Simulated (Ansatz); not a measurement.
A run of Ansatz 0.2.0:

The input input.yaml:

```yaml
crystal:
  lattice:
    - [3.72497, 0.0, 0.0]
    - [-1.86248, 3.22592, 0.0]
    - [0.0, 0.0, 25.52766]
  atoms:
    - { symbol: Ca, position: [0.66667, 0.33333, 0.31076] }
    - { symbol: F, position: [0.0, 0.0, 0.27684] }
kpoints:
  mp_grid: { grid: [8, 8, 1] }
  band_path:
    path:
      - [0.0, 0.0, 0.0]
      - [0.5, 0.0, 0.0]
      - [0.3333333333, 0.3333333333, 0.0]
      - [0.0, 0.0, 0.0]
      - [0.0, 0.0, 0.5]
      - [0.5, 0.0, 0.5]
      - [0.3333333333, 0.3333333333, 0.5]
      - [0.0, 0.0, 0.5]
    npoints: 8
scf:
  occupations: { method: fermi_dirac, width: 0.05 }
hamiltonian:
  xc: pbe
  pseudopotentials: { kind: all_electron, lapw: { basis_error: 0.002 } }
output:
  forces: true
  stress: true
  eigenvalues: true
  fatbands: true
  dos: { projected: true, de: 0.2, e_range: [-14, 6] }
  populations: true
```

Potentials or basis: all-electron LAPW, scalar-relativistic.

Launch:

```sh
$ ansatz run input.yaml --threads 4 --pin off --max-ram 12288MiB --backend cpu --events-out ev --progress --plain --runs-dir out
```

Hardware: 4 threads of Arm Neoverse V1, with other jobs on the host.

How long does it take, and how much memory?

It took 17 s on 4 threads of Arm Neoverse V1, with other jobs on the host, peak memory 0.58 GiB. Counts: scf iterations 9, plane waves 2729, k points 10, bands 17.
